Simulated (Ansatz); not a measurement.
# CaICl: the cost of one run

Program: Ansatz 0.2.0. Level of theory: DFT PBE, scalar-relativistic, plane waves, PAW. These are calculated values, not measurements.

## Step 1: The starting structure

It takes space group P3m1 (No. 156, trigonal). The conventional cell has a = 3.687 Å, b = 3.687 Å, c = 18.000 Å, α = 90.00°, β = 90.00°, γ = 120.00°. Ca (site symmetry 3m) is surrounded by 3 Cl at 2.57 Å and 3 I at 2.84 Å. I (site symmetry 3m) has 3 Ca at 2.84 Å as nearest neighbours. Cl (site symmetry 3m) is surrounded by 3 Ca at 2.57 Å.

Structure file:

```
Ca I Cl
1.0
     3.68657    0.00000    0.00000
    -1.84329    3.19267    0.00000
     0.00000    0.00000   18.00000
Ca I Cl
1 1 1
Direct
  0.00000 0.00000 0.51233
  0.33333 0.66667 0.40767
  0.33333 0.66667 0.59233
```

A structure generator made this guess: Janus sheet modelled on a layer of LaBr2, with I on the Br sites and Ca on the La sites. Lengths come from tabulated atomic sizes and are only a guess.

It is a sheet, periodic along a and b, with vacuum along c; volumes and pressures of the box carry no meaning, and space groups named for it are those of the box.

## Step 2: The guess as it stands, on a coarse mesh

Contents of input.yaml:

```yaml
crystal:
  lattice:
    - [3.68657303, 0.0, 0.0]
    - [-1.84328651, 3.19266572, 0.0]
    - [0.0, 0.0, 18.0]
  atoms:
    - { symbol: Ca, position: [0.0, 0.0, 0.51233333] }
    - { symbol: I, position: [0.33333333, 0.66666667, 0.40766888] }
    - { symbol: Cl, position: [0.33333333, 0.66666667, 0.59233112] }
  periodic: [true, true, false]
basis:
  ecutwfc: 420
kpoints:
  mp_grid: { grid: [6, 6, 1] }
hamiltonian:
  xc: pbe
scf:
  occupations: { method: gaussian, width: 0.1 }
  lower_state_search: "off"
output:
  forces: true
  stress: true
  eigenvalues: true
```

Run with:

```bash
$ ansatz run input.yaml --threads 1 --pin off --max-ram 2048MiB --backend cpu --events-out ev --progress --plain --runs-dir out
```

What time and memory should one allow on 1 thread of Arm Neoverse N1, shared host?

About 12 s, with a peak of 0.44 GiB.
